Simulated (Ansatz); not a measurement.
# In2Rh: the cost of one run

Method: DFT PBE, scalar-relativistic, plane waves, PAW, in Ansatz 0.2.0.

## (1) The structure to begin with

The structure is trigonal, space group P-3m1 (No. 164). The conventional cell has a = 3.469 Å, b = 3.469 Å, c = 5.525 Å, α = 90.00°, β = 90.00°, γ = 120.00°. Around In (site symmetry 3m) lie 3 Rh at 2.44 Å. Rh (site symmetry -3m) is surrounded by 6 In at 2.44 Å.

Structure file:

```cif
data_structure
_symmetry_space_group_name_H-M 'P-3m1'
_symmetry_Int_Tables_number 164
_cell_length_a 3.4695
_cell_length_b 3.4695
_cell_length_c 5.5254
_cell_angle_alpha 90.000
_cell_angle_beta 90.000
_cell_angle_gamma 120.000
_cell_volume 57.60
loop_
_atom_site_label
_atom_site_type_symbol
_atom_site_symmetry_multiplicity
_atom_site_Wyckoff_symbol
_atom_site_fract_x
_atom_site_fract_y
_atom_site_fract_z
_atom_site_occupancy
In1 In 2 d 0.33333 0.66667 0.25201 1
Rh1 Rh 1 a 0.00000 0.00000 0.00000 1
```

Recipe of the guess: species swapped into a database cell of Ta2C (P-3m1, No. 164), with In on the Ta sites and Rh on the C sites. The dimensions are guesses.

## (2) A first look at the guess

File input.yaml:

```yaml
crystal:
  lattice:
    - [3.46947013, 0.0, 0.0]
    - [-1.73473506, 3.00464927, 0.0]
    - [0.0, 0.0, 5.52541529]
  atoms:
    - { symbol: In, position: [0.33333333, 0.66666667, 0.25200999] }
    - { symbol: In, position: [0.66666667, 0.33333333, 0.74799001] }
    - { symbol: Rh, position: [0.0, 0.0, 0.0] }
basis:
  ecutwfc: 420
kpoints:
  mp_grid: { grid: [6, 6, 4] }
hamiltonian:
  xc: pbe
scf:
  occupations: { method: gaussian, width: 0.1 }
  lower_state_search: "off"
output:
  forces: true
  stress: true
  eigenvalues: true
```

Command:

```console
$ ansatz run input.yaml --threads 1 --pin off --max-ram 2560MiB --backend cpu --events-out ev --progress --plain --runs-dir out
```

Q: Estimate wall time and peak memory on 1 thread of Arm Neoverse V2, shared host.

About 1.7 s, with a peak of 0.33 GiB.
